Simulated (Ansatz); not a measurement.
**AlBH6Si2: how energies converge with the basis set**

How large a basis does AlBH6Si2 need? Two functionals are run in growing sets.

Computed with Ansatz 0.2.0, Gaussian basis. Level: one geometry, several basis sets.

The runs, in order: PBE0-D4/def2-SVP; ωB97M-V/def2-SVP; PBE0-D4/def2-QZVPP; ωB97M-V/def2-QZVPP; the functionals' def2-TZVPP values are taken from earlier runs.

**1. Structure used throughout**

The geometry comes from an earlier relaxation with PBE0-D4 in a triple-zeta def2 set; it is a stationary point, not always the lowest conformer.

SMILES `[SiH3][Al]1[BH][SiH2]1`, 10 atoms, charge 0, spin multiplicity 1.

Atoms are counted from 1 here; the program's logs count them from 0.

Bond lengths: Si1–Al2 2.451 Å, Si1–H5 1.489 Å, Si1–H6 1.489 Å, Si1–H7 1.489 Å, Al2–B3 2.009 Å, Al2–Si4 2.440 Å, B3–Si4 1.851 Å, B3–H8 1.185 Å, Si4–H9 1.564 Å, Si4–H10 1.489 Å. Angles: Al2–Si1–H5 110.4°, Al2–Si1–H6 110.5°, Al2–Si1–H7 110.5°, H5–Si1–H6 108.4°, H5–Si1–H7 108.4°, H6–Si1–H7 108.5°, Si1–Al2–B3 174.7°, Si1–Al2–Si4 137.3°, B3–Al2–Si4 48.0°, Al2–B3–Si4 78.3°, Al2–B3–H8 143.3°, Si4–B3–H8 138.4°, Al2–Si4–B3 53.7°, Al2–Si4–H9 51.0°, Al2–Si4–H10 153.5°, B3–Si4–H9 104.7°, B3–Si4–H10 152.8°, H9–Si4–H10 102.5°.

**2. PBE0-D4 in def2-SVP**

in.yaml reads:

```yaml
crystal:
  periodic: [false, false, false]
  atoms:
    - {symbol: Si, position_ang: [-1.545441, 1.289548, -1.101271]}
    - {symbol: Al, position_ang: [-0.171365, -0.524462, -0.191143]}
    - {symbol: B, position_ang: [0.846815, -2.129050, 0.461618]}
    - {symbol: Si, position_ang: [1.747771, -0.745671, 1.299406]}
    - {symbol: H, position_ang: [-2.598813, 0.742782, -1.999992]}
    - {symbol: H, position_ang: [-2.209849, 2.043081, -0.002540]}
    - {symbol: H, position_ang: [-0.706098, 2.238531, -1.883287]}
    - {symbol: H, position_ang: [0.901541, -3.310510, 0.395526]}
    - {symbol: H, position_ang: [1.005216, 0.550451, 0.836012]}
    - {symbol: H, position_ang: [2.813321, -0.205900, 2.188672]}
basis:
  gaussian: {orbitals: def2-SVP}
hamiltonian: {xc: pbe0, dispersion: d4}
output: {orbitals: {seedname: orbitals}}
```

Launch:

```
$ ansatz run in.yaml --threads 2 --pin off --events-out ev --progress --plain --max-ram 4352MiB
```

The runs that follow: ωB97M-V in def2-SVP; PBE0-D4 in def2-QZVPP; ωB97M-V in def2-QZVPP.

Q: Predict the results of all the runs planned. Wanted: PBE0-D4: double and triple zeta above quadruple; ωB97M-V: double and triple zeta above quadruple.

The runs gave:

```
                                       quantity          value
PBE0-D4: double and triple zeta above quadruple  9.32, 0.76 eV
ωB97M-V: double and triple zeta above quadruple  9.37, 0.72 eV
```

In words: PBE0-D4 gains 8.56 eV from double to triple zeta, then 0.76 eV more. Total energies overstate the basis error of differences, where much of it tends to cancel.
